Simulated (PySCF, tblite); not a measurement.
# C5H3ClF3+: geometry, infrared bands and NMR shifts

Wanted: the infrared bands and NMR shifts of C5H3ClF3+ (`FCC(F)(F)[c+]1cc1Cl`), by calculation.

The runs use tblite 0.8.0 and PySCF 2.14.0, with density-fitted response routines of our own; the level of theory stands in each step. All values are computed, except where a source is named. Atoms are numbered from 0 throughout.

## Step 1: The molecule as given

12 atoms, charge 1, multiplicity 1; geometry from: force field or distance geometry start.

Bonds of the start (Å): F0–C1 1.38, C1–C2 1.54, C2–F3 1.36, C2–F4 1.38, C2–C5 1.46, C5–C6 1.40, C6–C7 1.39, C7–Cl8 1.76, C7–C5 1.39, C1–H9 1.12, C1–H10 1.12, C6–H11 1.07.

## Step 2: Optimising the geometry with GFN2-xTB

Job settings and geometry (Å):

```
{"job": {"kind": "relax", "xc": "GFN2-xTB", "basis": "xTB"}, "charge": 1, "multiplicity": 1}
F     -1.226500     1.706300     0.010600
C     -1.488700     0.460200     0.551700
C     -0.756900    -0.640600    -0.236300
F     -0.995900    -1.877800     0.274000
F     -1.196300    -0.601800    -1.546900
C      0.658000    -0.263800    -0.275500
C      1.790100     0.068000    -1.020500
C      1.861500     0.022800     0.363200
Cl     2.873400     0.212600     1.784800
H     -1.253000     0.418900     1.641000
H     -2.575800     0.252600     0.372300
H      2.311300     0.241800    -1.944300
```

Command:

```
OMP_NUM_THREADS=1 python probes_run.py task.json out
```

The driver reads the jobs from task.json and runs them one after another.

**Question.** This job is followed by: GFN2-xTB harmonic vibrations, gas phase; GIAO PBE0/pcSseg-1 NMR shielding, non-relativistic, gas phase. What will the session give for the following? strongest single infrared mode (GFN2-xTB); zero-point energy (GFN2-xTB); 13C shifts against TMS (PBE0/pcSseg-1); 1H shifts against TMS (PBE0/pcSseg-1, means over atoms taken as alike); 19F shifts against CFCl3 (PBE0/pcSseg-1, means over atoms taken as alike); 35Cl shifts against HCl (PBE0/pcSseg-1).

As calculated:

| quantity | value |
| --- | --- |
| strongest single infrared mode (GFN2-xTB) | 1344 cm⁻¹, 217 km/mol |
| zero-point energy (GFN2-xTB) | 41.2 kcal/mol |
| 13C shifts against TMS (PBE0/pcSseg-1) | 196.0, 187.7, 173.5, 124.6, 93.5 ppm |
| 1H shifts against TMS (PBE0/pcSseg-1, means over atoms taken as alike) | 9.97, 5.75 ppm |
| 19F shifts against CFCl3 (PBE0/pcSseg-1, means over atoms taken as alike) | -120.6, -261.3 ppm |
| 35Cl shifts against HCl (PBE0/pcSseg-1) | 366 ppm |

**Reading.** Relaxing lowered the energy by 0.569 eV in 115 steps; the close pair that moved most is C7–Cl8, from 1.755 to 1.600 Å. All 30 modes are real, so the xTB geometry is a minimum. The strongest single mode, at 1344 cm⁻¹, is carried by C7, C5, C6. GFN2-xTB is a fitted tight-binding method: band positions and strengths are rough. Its intensities can rank the bands wrongly. At PBE0/pcSseg-1: The largest span, 714 ppm, is at Cl8, where the paramagnetic term is -562 ppm. By nearest atom (PBE0/pcSseg-1), the HOMO sits on F0 22 %; C1, C2 about 12 % each and the LUMO on C5 44 %; C7 27 %.
